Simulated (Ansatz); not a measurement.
# Ca (sc type): how the settings move a single-point run

How sensitive is a single-point run of Ca (sc type) to its settings? A reference run comes first, then one run with altered input.

Program: Ansatz 0.2.0. Level of theory: reference: DFT, PBEsol, PAW with Ansatz's default frozen-core files, scalar-relativistic. These are calculated values, not measurements.

1 further run of the same task is left out (it didn't finish). Runs told in other sessions of the task aren't counted.

## (1) The system as given

Symmetry: Pm-3m, No. 221, cubic system. The conventional cell has a = 2.551 Å, b = 2.551 Å, c = 2.551 Å, α = 90.00°, β = 90.00°, γ = 90.00°. Ca (site symmetry m-3m) has 6 Ca at 2.55 Å in its first shell of neighbours.

As a file:

```xyz
1
Lattice="2.5509 0.0000 0.0000 0.0000 2.5509 0.0000 0.0000 0.0000 2.5509" Properties=species:S:1:pos:R:3 pbc="T T T"
Ca    0.0000    0.0000    0.0000
```

## (2) Reference

File input.yaml:

```yaml
crystal:
  lattice:
    - [2.550892041, 0.0, 0.0]
    - [0.0, 2.550892041, 0.0]
    - [0.0, 0.0, 2.550892041]
  atoms:
    - { symbol: Ca, position: [0.0, 0.0, 0.0] }
kpoints:
  mp_grid: { grid: [11, 11, 11] }
  band_path:
    path:
      - [0.0, 0.0, 0.0]
      - [0.0, 0.5, 0.0]
      - [0.5, 0.5, 0.0]
      - [0.0, 0.0, 0.0]
      - [0.5, 0.5, 0.5]
      - [0.0, 0.5, 0.0]
      - [0.5, 0.5, 0.5]
      - [0.5, 0.5, 0.0]
    npoints: 8
scf:
  occupations: { method: fermi_dirac, width: 0.08 }
hamiltonian:
  xc: pbesol
  pseudopotentials: { kind: paw }
output:
  forces: true
  stress: true
  eigenvalues: true
  populations: true
  dos: { projected: true, de: 0.2, e_range: [-14, 8] }
  write_density: true
  write_potential: true
  elf: true
  volumetric_format: npy
```

Launch:

```bash
ansatz run input.yaml --threads 1 --pin off --max-ram 2048MiB --backend cpu --events-out ev --progress --plain --runs-dir out
```

## (3) Changing settings: mp_grid.grid [6, 6, 6]

input.yaml: that of step 2 with these lines changed.

```diff
@@ -8,3 +8,3 @@
 kpoints:
-  mp_grid: { grid: [11, 11, 11] }
+  mp_grid: { grid: [6, 6, 6] }
   band_path:
@@ -30,3 +30,2 @@
   populations: true
-  dos: { projected: true, de: 0.2, e_range: [-14, 8] }
   write_density: true
```

Q: Predict the outcome of this session. Wanted: for each run, ending; energy change; pressure; gap; force.

As calculated:

```tsv
run	ending	energy change	pressure (GPa)	gap (eV)	force (eV/Å)	cycles	time
reference	converged	0	46.7	0.00	0.00	6	1.4 s
1: mp_grid.grid [6, 6, 6]	converged	+18.5 meV/atom	47.5	0.00	0.00	6	0.85 s
```

Times don't compare one to one where runs were asked for different outputs or read a saved state (see the inputs); cycles may leave out searches for a lower state.

Residual by cycle in the longest SCF loop of each run; runs are numbered as in the table. The quantity is the density residual dr2, in eV.

```tsv
cycle	reference	run 1
1	0.0225	0.0237
2	0.00714	0.00787
3	5.9e-5	9.1e-5
4	8.0e-7	3.3e-6
5	9.8e-9	2.6e-8
6	1.8e-10	6.5e-10
```

Changing the k-point mesh moves the energy by +18.5 meV/atom, and the pressure goes from 46.7 to 47.5 GPa. Sampling errors of the energy have no fixed sign. The structure is not at rest: the sound run finds 47 GPa, so these are no properties of the relaxed crystal. 
